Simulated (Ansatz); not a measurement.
# C2H6BNS: the cost of one run

Program: Ansatz 0.2.0. Level of theory: RKS PBE-D4/def2-SVP. These are calculated values, not measurements.

## Step 1: The starting structure

Bond lengths: N1–C2 1.415 Å, C2–B3 1.579 Å, B3–C4 1.641 Å, C2–S5 1.820 Å, C4–S5 1.860 Å, N1–H6 1.052 Å, N1–H7 1.057 Å, C2–H8 1.065 Å, B3–H9 1.242 Å, C4–H10 1.044 Å, C4–H11 1.102 Å. Angles (14 of 19 angles, heavy atoms first): N1–C2–B3 110.9°, N1–C2–S5 111.3°, B3–C2–S5 99.4°, C2–B3–C4 89.2°, B3–C4–S5 95.6°, C2–S5–C4 75.8°, N1–C2–H8 112.8°, B3–C2–H8 110.9°, S5–C2–H8 110.9°, C2–N1–H6 112.4°, C2–N1–H7 113.8°, C2–B3–H9 137.5°, C4–B3–H9 133.2°, B3–C4–H10 112.4°.

Structure file:

```xyz
11

N    -1.1019    1.3386    0.2666
C    -0.8552   -0.0137   -0.0692
B     0.4080   -0.5643    0.7027
C     1.1770   -0.7487   -0.7348
S    -0.2488   -0.1691   -1.7786
H    -1.4252    1.4526    1.2614
H    -0.2634    1.9697    0.1365
H    -1.7013   -0.6394    0.0928
H     0.7586   -0.7313    1.8823
H     2.0079   -0.1231   -0.8251
H     1.3099   -1.8284   -0.9138
```

## Step 2: End point A

File input.yaml:

```yaml
crystal:
  periodic: [false, false, false]
  atoms:
    - { symbol: "N", position_ang: [-1.1019, 1.3386, 0.2666] }
    - { symbol: C, position_ang: [-0.8552, -0.0137, -0.0692] }
    - { symbol: B, position_ang: [0.408, -0.5643, 0.7027] }
    - { symbol: C, position_ang: [1.177, -0.7487, -0.7348] }
    - { symbol: S, position_ang: [-0.2488, -0.1691, -1.7786] }
    - { symbol: H, position_ang: [-1.4252, 1.4526, 1.2614] }
    - { symbol: H, position_ang: [-0.2634, 1.9697, 0.1365] }
    - { symbol: H, position_ang: [-1.7013, -0.6394, 0.0928] }
    - { symbol: H, position_ang: [0.7586, -0.7313, 1.8823] }
    - { symbol: H, position_ang: [2.0079, -0.1231, -0.8251] }
    - { symbol: H, position_ang: [1.3099, -1.8284, -0.9138] }
basis:
  gaussian: { orbitals: def2-SVP }
hamiltonian:
  xc: pbe
  dispersion: d4
relax:
  f_tol: 0.015
  max_steps: 40
```

Command:

```console
$ ansatz run input.yaml --threads 2 --pin off --max-ram 3072MiB --backend cpu --events-out ev --progress --plain --runs-dir out
```

Q: Estimate wall time and peak memory on 2 threads of Intel Xeon Platinum 8375C at 2.90GHz (Ice Lake), shared host.

About 39 s, with a peak of 0.17 GiB.
